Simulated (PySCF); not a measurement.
# C4H5FN2: NMR shifts, electronic excitations and K edges in gas and solvents

Aim: compute the NMR shifts, electronic excitations and K edges of C4H5FN2 (`Cc1cnc(F)[nH]1`), and see what a dielectric continuum does where one was used.

Computed with PySCF 2.14.0, with density-fitted response routines of our own, on a single molecule, in the gas phase or a continuum. Atoms count from 0, in the outputs and in this text.

**1. The starting structure**

12 atoms, charge 0, multiplicity 1; geometry from: GFN2-xTB.

Bonds of the start (Å): C0–C1 1.48, C1–C2 1.36, C2–N3 1.37, N3–C4 1.29, C4–F5 1.32, C4–N6 1.35, N6–C1 1.38, C0–H7 1.09, C0–H8 1.09, C0–H9 1.09, C2–H10 1.07, N6–H11 1.01.

**2. Optimising the geometry at PBE0-D3(BJ)/def2-SVP**

Job settings and geometry (Å):

```
{"job": {"xc": "PBE0", "basis": "def2-SVP", "d3": "d3bj", "grid": 1, "kind": "geom"}, "charge": 0, "multiplicity": 1}
C     -1.706409    -0.335309     0.031953
C     -0.286736     0.088487    -0.049148
C      0.301621     1.258094    -0.431646
N      1.663211     1.173697    -0.333562
C      1.883405    -0.021810     0.098749
F      3.065871    -0.563036     0.349060
N      0.755879    -0.746348     0.297112
H     -2.345194     0.483563    -0.284879
H     -1.970673    -0.611078     1.053006
H     -1.893155    -1.194875    -0.612033
H     -0.157057     2.162644    -0.773273
H      0.690435    -1.694715     0.628634
```

Launch:

```bash
$ OMP_NUM_THREADS=1 python probes_run.py task.json out
```

This one command runs all jobs of the session in turn.

Output:

```text
step   0  E = -364.11981451  max force = 0.013284
step   1  E = -364.12100571  max force = 0.002924
step   2  E = -364.12098956  max force = 0.002688
step   3  E = -364.12103428  max force = 0.000604
step   4  E = -364.12103657  max force = 0.000445
optimisation converged
```

It took 68 s on 1 thread, shared host.

Step by step:

```
step  energy from step 0 (eV)  largest force component (eV/Å)
   0                   0.0000                          0.6831
   1                  -0.0324                          0.1504
   2                  -0.0320                          0.1382
   3                  -0.0332                          0.0311
   4                  -0.0333                          0.0229
```

Distances of close pairs at the start and the end, largest changes first:

```
  bond  before (Å)  after (Å)  change (Å)
C2–H10       1.070      1.089      +0.019
 C0–H9       1.090      1.103      +0.013
 C0–H8       1.090      1.103      +0.013
 C0–H7       1.086      1.098      +0.012
 C4–F5       1.324      1.314      -0.010
 C2–N3       1.368      1.378      +0.010
 C1–C2       1.364      1.373      +0.009
 C1–N6       1.380      1.387      +0.007
```

The final coordinates are the input of the step that follows.

```
                         at the end point                value
  point group (found at 0.08 Å tolerance)                   Cs
rotational constants (GHz, main isotopes)  7.062, 2.070, 1.617
                        dipole moment (D)                 4.29
```

**3. Nuclear shieldings: PBE0/pcSseg-1 in chloroform**

Job settings and geometry (Å):

```
{"job": {"kind": "nmr", "xc": "PBE0", "basis": "pcSseg-1", "solvent": "chloroform", "pop": true}, "charge": 0, "multiplicity": 1}
C     -1.905719    -0.419447     0.067368
C     -0.477533    -0.020185     0.009587
C      0.149880     1.138253    -0.376449
N      1.518222     1.032832    -0.256016
C      1.703579    -0.159238     0.194325
F      2.860699    -0.716726     0.471183
N      0.560308    -0.861719     0.381112
H     -2.534231     0.417656    -0.263983
H     -2.221018    -0.688531     1.089267
H     -2.124091    -1.279611    -0.587390
H     -0.320745     2.051082    -0.739116
H      0.488701    -1.811035     0.722376
```

Method: GIAO PBE0/pcSseg-1 NMR shielding, non-relativistic, IEF-PCM chloroform.

Output:

```text
coarse grid: 10656 points
cycle   1  E = -364.2336979309  dE =  1.363e+00  |g| = 5.830e-01  |ddm| = 3.240e+00
cycle   2  E = -364.1565897214  dE =  7.711e-02  |g| = 8.672e-01  |ddm| = 9.889e-01
cycle   3  E = -364.3035854121  dE = -1.470e-01  |g| = 9.576e-02  |ddm| = 5.865e-01
cycle   4  E = -364.3050274654  dE = -1.442e-03  |g| = 4.657e-02  |ddm| = 8.964e-02
cycle   5  E = -364.3054382902  dE = -4.108e-04  |g| = 1.217e-02  |ddm| = 3.876e-02
cycle   6  E = -364.3054698482  dE = -3.156e-05  |g| = 3.143e-03  |ddm| = 1.136e-02
cycle   7  E = -364.3054718407  dE = -1.993e-06  |g| = 9.281e-04  |ddm| = 2.702e-03
final grid: 105280 points
cycle   8  E = -364.3487664870  dE = -3.208e-05  |g| = 6.399e-03  |ddm| = 2.387e-02
cycle   9  E = -364.3487633321  dE =  3.155e-06  |g| = 7.874e-03  |ddm| = 1.039e-02
cycle  10  E = -364.3487757398  dE = -1.241e-05  |g| = 1.116e-03  |ddm| = 5.444e-03
cycle  11  E = -364.3487759591  dE = -2.193e-07  |g| = 1.769e-04  |ddm| = 8.046e-04
cycle  12  E = -364.3487759629  dE = -3.865e-09  |g| = 1.048e-04  |ddm| = 1.827e-04
cycle  13  E = -364.3487759652  dE = -2.207e-09  |g| = 2.452e-05  |ddm| = 8.812e-05
cycle  14  E = -364.3487759653  dE = -1.245e-10  |g| = 7.515e-06  |ddm| = 2.144e-05
converged SCF energy = -364.3487759653

GIAO shielding tensors (ppm)
atom      isotropic    diamagn.    paramagn.     s11        s22        s33       span
  0 C      173.036     244.712     -71.676    160.944    168.347    189.819     28.875
  1 C       56.819     258.016    -201.197    -25.796     66.682    129.570    155.366
  2 C       59.716     253.447    -193.731    -13.300     68.639    123.810    137.110
  3 N       22.585     335.219    -312.634   -158.434     -0.764    226.953    385.387
  4 C       30.316     251.401    -221.084    -38.094     54.100     74.942    113.036
  5 F      296.915     469.638    -172.723    191.711    348.948    350.088    158.377
  6 N      100.591     330.871    -230.280     30.755    114.120    156.899    126.144
  7 H       28.959      27.877       1.083     24.301     27.694     34.883     10.582
  8 H       28.955      27.400       1.555     24.232     26.859     35.773     11.542
  9 H       28.951      27.466       1.485     24.260     26.797     35.796     11.536
 10 H       24.788      31.652      -6.864     21.623     25.196     27.546      5.923
 11 H       23.514      32.654      -9.140     17.901     24.095     28.546     10.646
```

It took 35 s on 1 thread, shared host.

The references, computed at this level on geometries of the same kind, shield at (ppm): 1H TMS 31.25, 13C TMS 185.2, 19F CFCl3 179.6, 15N NH3 267.8. Their shielding less the atom's gives the shift. The references are single molecules in the same continuum, so shifts against H2O, NH3, PH3, H3PO4 or CFCl3 are not on the usual liquid scales and can be off by tens of ppm. Atoms listed in one row are averaged.

```
     atoms                                          environment  σ (ppm)  δ (ppm)
        C4                     aromatic carbon bearing fluorine     30.3    154.8
        C1  substituted aromatic carbon next to a ring nitrogen     56.8    128.3
        C2                  aromatic CH next to a ring nitrogen     59.7    125.4
        C0                    methyl carbon on an aromatic ring    173.0     12.1
       H11             hydrogen on a pyrrole-type ring nitrogen    23.51     7.73
       H10   hydrogen on an aromatic CH next to a ring nitrogen    24.79     6.46
H7, H8, H9      hydrogen on a methyl carbon on an aromatic ring    28.95     2.29
        N3                   pyridine-type nitrogen of an azole     22.6    245.2
        N6                           pyrrole-type ring nitrogen    100.6    167.2
        F5                                        aryl fluorine    296.9   -117.3
```

The run also stored atomic charges by several schemes (e):

```
atoms  Mulliken    IAO  Hirshfeld  ESP fit
   C0     -0.13  -0.43      -0.11    -0.62
   C1     -0.04   0.04       0.02     0.16
   C2     -0.03  -0.12      -0.06    -0.07
   N3     -0.48  -0.39      -0.26    -0.62
   C4      0.63   0.47       0.16     0.62
   F5     -0.25  -0.25      -0.08    -0.21
   N6     -0.45  -0.27      -0.07    -0.40
```

Mayer bond orders: C0–C1 1.07, C1–C2 1.60, C2–N3 1.26, N3–C4 1.65, C4–F5 1.03, C4–N6 1.21, N6–C1 1.04.

Ring of atoms C1, C2, N3, C4, N6: NICS(0) -13.0, NICS(1) -9.7, NICS(1)zz -25.1 ppm (means of both faces).

**4. TDDFT and polarisability: wB97X-D/def2-SVPD**

Same as in step 3 but for these lines:

```diff
@@ -1,2 +1,2 @@
-{"job": {"kind": "nmr", "xc": "PBE0", "basis": "pcSseg-1", "solvent": "chloroform", "pop": true}, "charge": 0, "multiplicity": 1}
+{"job": {"kind": "uv", "xc": "wB97X-D", "basis": "def2-SVPD", "dynamic": true, "nstates": 6, "ntriplets": 0}, "charge": 0, "multiplicity": 1}
 C     -1.905719    -0.419447     0.067368
```

Level: TDDFT wB97X-D/def2-SVPD, vertical, gas phase, core orbitals frozen in the response.

Output:

```text
coarse grid: 10656 points
cycle   1  E = -364.2726420219  dE =  1.552e+00  |g| = 6.250e-01  |ddm| = 5.551e+00
cycle   2  E = -364.2585366389  dE =  1.411e-02  |g| = 7.382e-01  |ddm| = 2.049e+00
cycle   3  E = -364.3630316986  dE = -1.045e-01  |g| = 6.641e-02  |ddm| = 1.188e+00
cycle   4  E = -364.3637429399  dE = -7.112e-04  |g| = 4.235e-02  |ddm| = 1.554e-01
cycle   5  E = -364.3641267649  dE = -3.838e-04  |g| = 8.670e-03  |ddm| = 7.032e-02
cycle   6  E = -364.3641468619  dE = -2.010e-05  |g| = 2.541e-03  |ddm| = 2.314e-02
cycle   7  E = -364.3641486737  dE = -1.812e-06  |g| = 9.473e-04  |ddm| = 5.764e-03
final grid: 105280 points
cycle   8  E = -364.4107868451  dE = -9.803e-05  |g| = 9.051e-03  |ddm| = 2.196e-01
cycle   9  E = -364.4107847468  dE =  2.098e-06  |g| = 1.027e-02  |ddm| = 2.785e-02
cycle  10  E = -364.4108033420  dE = -1.860e-05  |g| = 5.088e-04  |ddm| = 1.246e-02
cycle  11  E = -364.4108033999  dE = -5.791e-08  |g| = 3.701e-04  |ddm| = 2.615e-03
cycle  12  E = -364.4108034279  dE = -2.803e-08  |g| = 7.282e-05  |ddm| = 8.400e-04
cycle  13  E = -364.4108034292  dE = -1.308e-09  |g| = 3.243e-05  |ddm| = 1.998e-04
cycle  14  E = -364.4108034295  dE = -2.876e-10  |g| = 1.073e-05  |ddm| = 1.211e-04
converged SCF energy = -364.4108034295

Static polarisability (au): isotropic 59.461, principal 41.261 63.475 73.648

Singlet excitations
state   eV       nm        f      main configurations
  1   6.2452    198.5   0.00032   H->L 0.92
  2   6.6168    187.4   0.22377   H->L+1 0.94
  3   7.1603    173.2   0.00168   H->L+2 0.89
  4   7.2696    170.6   0.04218   H->L+4 0.69, H-2->L+1 0.19
  5   7.3219    169.3   0.00738   H->L+3 0.83
  6   7.4314    166.8   0.00067   H-1->L+1 0.87
```

Wall time 64 s (1 thread, shared host).

The orbitals next to the gap, with their largest atomic shares:

```
orbital      eV                       atoms
 HOMO−3  -13.22   C0 23 %, F5 15 %, H7 14 %
 HOMO−2  -10.39   N3 35 %, N6 33 %, C2 14 %
 HOMO−1  -10.20   N3 66 %, C2 10 %, C4 10 %
   HOMO   -8.31   C1 28 %, C2 24 %, C4 15 %
   LUMO    2.01  C0 22 %, H11 19 %, C4 13 %
 LUMO+1    2.46   C1 20 %, N6 16 %, C2 15 %
 LUMO+2    2.79   C4 24 %, C0 17 %, F5 14 %
```

With each of the 6 states as a Gaussian band of 0.4 eV half-width at 1/e, the curve within the window shown has maxima at 187 nm (ε 9,200) L/(mol cm). Beyond the last state computed it falls off for lack of states. The curve at chosen wavelengths:

```tsv
nm	ε (L/mol/cm)
160	583
162	950
165	1611
167	2055
169	2472
172	3139
174	3739
177	5052
179	6174
181	7343
184	8746
186	9183
188	9107
191	8097
193	7002
195	5757
198	3930
200	2884
202	2033
205	1121
207	721
210	351
212	210
214	122
217	52
219	28
```

Further results of this job:

```
           property  computed
  dipole moment (D)      4.37
polarisability (Å³)      8.81
 HOMO–LUMO gap (eV)     10.32
      −ε(HOMO) (eV)      8.31
C6 with itself (au)      1557
```

**5. TDDFT and polarisability: wB97X-D/def2-SVPD in chloroform**

Same as in step 4 but for these lines:

```diff
@@ -1,2 +1,2 @@
-{"job": {"kind": "uv", "xc": "wB97X-D", "basis": "def2-SVPD", "dynamic": true, "nstates": 6, "ntriplets": 0}, "charge": 0, "multiplicity": 1}
+{"job": {"kind": "uv", "xc": "wB97X-D", "basis": "def2-SVPD", "solvent": "chloroform", "nstates": 6, "ntriplets": 0}, "charge": 0, "multiplicity": 1}
 C     -1.905719    -0.419447     0.067368
```

Level: TDDFT wB97X-D/def2-SVPD, vertical, IEF-PCM chloroform (non-equilibrium linear response), core orbitals frozen in the response.

Output:

```text
coarse grid: 10656 points
cycle   1  E = -364.2905976616  dE =  1.535e+00  |g| = 6.015e-01  |ddm| = 5.555e+00
cycle   2  E = -364.2902900321  dE =  3.076e-04  |g| = 6.674e-01  |ddm| = 1.877e+00
cycle   3  E = -364.3732414985  dE = -8.295e-02  |g| = 5.068e-02  |ddm| = 1.008e+00
cycle   4  E = -364.3737295847  dE = -4.881e-04  |g| = 3.273e-02  |ddm| = 1.479e-01
cycle   5  E = -364.3739651164  dE = -2.355e-04  |g| = 8.242e-03  |ddm| = 5.645e-02
cycle   6  E = -364.3739833402  dE = -1.822e-05  |g| = 1.997e-03  |ddm| = 2.481e-02
cycle   7  E = -364.3739846708  dE = -1.331e-06  |g| = 9.039e-04  |ddm| = 6.429e-03
final grid: 105280 points
cycle   8  E = -364.4205779306  dE = -9.939e-05  |g| = 9.085e-03  |ddm| = 2.202e-01
cycle   9  E = -364.4205765356  dE =  1.395e-06  |g| = 1.014e-02  |ddm| = 2.913e-02
cycle  10  E = -364.4205945205  dE = -1.798e-05  |g| = 5.127e-04  |ddm| = 1.264e-02
cycle  11  E = -364.4205945892  dE = -6.867e-08  |g| = 3.681e-04  |ddm| = 2.948e-03
cycle  12  E = -364.4205946195  dE = -3.037e-08  |g| = 7.040e-05  |ddm| = 1.025e-03
cycle  13  E = -364.4205946211  dE = -1.536e-09  |g| = 3.275e-05  |ddm| = 2.582e-04
cycle  14  E = -364.4205946214  dE = -3.370e-10  |g| = 9.462e-06  |ddm| = 1.515e-04
converged SCF energy = -364.4205946214

Static polarisability (au): isotropic 72.971, principal 50.684 79.212 89.017

Singlet excitations
state   eV       nm        f      main configurations
  1   6.3960    193.8   0.00218   H->L 0.91
  2   6.5679    188.8   0.27156   H->L+1 0.94
  3   7.2067    172.0   0.09048   H->L+4 0.82, H-1->L+1 0.13
  4   7.2559    170.9   0.00433   H->L+2 0.90
  5   7.7172    160.7   0.00402   H-2->L+1 0.86, H-2->L+4 0.09
  6   7.7488    160.0   0.02059   H->L+3 0.85, H->L+5 0.09
```

It took 57 s on 1 thread, shared host.

In short: HOMO -8.30 eV, LUMO 2.30 eV; lowest singlet 6.40 eV.

**6. K-edge absorption: BHandHLYP/aug-pcX-1+pcseg-1**

Same as in step 5 but for these lines:

```diff
@@ -1,2 +1,2 @@
-{"job": {"kind": "uv", "xc": "wB97X-D", "basis": "def2-SVPD", "solvent": "chloroform", "nstates": 6, "ntriplets": 0}, "charge": 0, "multiplicity": 1}
+{"job": {"kind": "xas", "xc": "BHandHLYP", "basis": {"default": "aug-pcX-1", "H": "pcseg-1"}}, "charge": 0, "multiplicity": 1}
 C     -1.905719    -0.419447     0.067368
```

With the program's defaults for keys left out, this is: core-valence-separated TDA BHandHLYP/aug-pcX-1 H:pcseg-1, K edges, non-relativistic, gas phase.

Output:

```text
coarse grid: 10656 points
cycle   1  E = -364.4058188851  dE =  1.577e+00  |g| = 6.185e-01  |ddm| = 5.145e+00
cycle   2  E = -364.3863523961  dE =  1.947e-02  |g| = 7.400e-01  |ddm| = 1.284e+00
cycle   3  E = -364.4887936426  dE = -1.024e-01  |g| = 8.486e-02  |ddm| = 7.928e-01
cycle   4  E = -364.4898182475  dE = -1.025e-03  |g| = 5.490e-02  |ddm| = 1.242e-01
cycle   5  E = -364.4903956042  dE = -5.774e-04  |g| = 8.825e-03  |ddm| = 6.833e-02
cycle   6  E = -364.4904129077  dE = -1.730e-05  |g| = 3.075e-03  |ddm| = 1.442e-02
cycle   7  E = -364.4904150060  dE = -2.098e-06  |g| = 9.008e-04  |ddm| = 4.195e-03
final grid: 105280 points
cycle   8  E = -364.5331860811  dE = -8.133e-05  |g| = 3.254e-03  |ddm| = 5.222e-02
cycle   9  E = -364.5331863112  dE = -2.300e-07  |g| = 2.857e-03  |ddm| = 6.449e-03
cycle  10  E = -364.5331877379  dE = -1.427e-06  |g| = 4.805e-04  |ddm| = 2.474e-03
cycle  11  E = -364.5331877720  dE = -3.410e-08  |g| = 1.913e-04  |ddm| = 5.246e-04
cycle  12  E = -364.5331877789  dE = -6.844e-09  |g| = 3.076e-05  |ddm| = 1.781e-04
cycle  13  E = -364.5331877791  dE = -2.091e-10  |g| = 2.473e-05  |ddm| = 7.129e-05
converged SCF energy = -364.5331877791

C K edge
   eV          f      from atoms
  284.314   0.05888   C2
  284.554   0.06444   C1
  285.675   0.00681   C0
  286.204   0.02288   C0
  286.495   0.01263   C2
  286.520   0.03265   C0
  286.795   0.08085   C4
  287.038   0.00303   C1
  287.082   0.00499   C2
  287.127   0.00252   C0
  287.263   0.00237   C2
  287.425   0.00336   C2
  287.510   0.00995   C0
  287.703   0.01033   C1
  287.718   0.00259   C0
  287.777   0.00470   C2
  287.901   0.00137   C2
  288.013   0.00451   C0
  288.153   0.00608   C1
  288.212   0.00632   C0

N K edge
   eV          f      from atoms
  397.978   0.05801   N3
  400.608   0.00160   N3
  400.674   0.00071   N3
  400.708   0.03762   N6
  401.006   0.02105   N6
  401.223   0.00094   N3
  401.389   0.00222   N3
  401.900   0.00058   N3
  401.949   0.00002   N3
  402.385   0.00136   N3
  402.415   0.00072   N3
  402.859   0.00072   N3

F K edge
   eV          f      from atoms
  686.868   0.01573   F5
  687.475   0.01192   F5
  687.980   0.01696   F5
  688.666   0.01001   F5
  688.988   0.00167   F5
  689.149   0.00539   F5
  689.586   0.00029   F5
  689.717   0.00198   F5
```

Run time: 65 s. Hardware: 1 thread, shared host.

**7. Side by side: electronic excitations**

Excitations and ground-state properties, with basis size and wall time:

```
                            run  lowest singlet (eV)  brightest (eV)      f  gap (eV)  α (Å³)  μ (D)  functions  time
              wB97X-D/def2-SVPD                 6.25            6.62  0.224     10.32    8.81   4.37        183  64 s
wB97X-D/def2-SVPD in chloroform                 6.40            6.57  0.272     10.59   10.81   5.46        183  57 s
```

**8. Results**

| quantity | value |
| --- | --- |
| point group | Cs |
| rotational constants (main isotopes) | 7.06, 2.07, 1.62 GHz |
| 13C shifts against TMS (PBE0/pcSseg-1, chloroform) | 154.8, 128.3, 125.4, 12.1 ppm |
| 1H shifts against TMS (PBE0/pcSseg-1, chloroform, means over atoms taken as alike) | 7.73, 6.46, 2.29 ppm |
| 15N shifts against NH3 (PBE0/pcSseg-1, chloroform) | 245.2, 167.2 ppm |
| 19F shifts against CFCl3 (PBE0/pcSseg-1, chloroform) | -117.3 ppm |
| lowest singlet (wB97X-D/def2-SVPD) | 6.25 eV (199 nm), f = 0.000 |
| brightest single state of those computed | state 2, 6.62 eV, f = 0.224 |
| C K edge | first line 284.31 eV, strongest 286.80 eV (f = 0.081) |
| N K edge | first line 397.98 eV, strongest 397.98 eV (f = 0.058) |
| F K edge | first line 686.87 eV, strongest 687.98 eV (f = 0.017) |
| range of the lowest singlet | 6.25 to 6.40 eV |

What this shows: Over 4 steps the energy fell by 0.033 eV; of the close pairs, C2–H10 changed most, 1.070 to 1.089 Å. No frequency check was run at this level, so the end point may be a saddle. At PBE0/pcSseg-1: The widest tensor belongs to N3: span 385 ppm, with a paramagnetic part of -313 ppm. NICS(1)zz of -25 ppm above the planar ring from C1 marks a diatropic (aromatic) ring current. The first singlet state (HOMO→LUMO 0.92) lies at 6.25 eV and is dark; of the 6 states computed, the strongest absorption comes from state 2 at 6.62 eV. At the C edge the strongest single line lifts a 1s electron of C4 into several orbitals, led by LUMO+5 (weight 0.39), 2.5 eV above the first line. At the N edge the strongest single line lifts a 1s electron of N3 into several orbitals, led by LUMO+12 (weight 0.42), and it is the first line. At the F edge the strongest single line lifts a 1s electron of F5 into several orbitals, led by LUMO (weight 0.38), 1.1 eV above the first line. Absolute edge energies from this method are off by several eV; spacings are better. The lowest singlet runs from 6.25 eV (wB97X-D/def2-SVPD) to 6.40 eV (wB97X-D/def2-SVPD in chloroform), while the orbital gap spans 10.32 to 10.59 eV. The lowest state need not be the same one in every run.
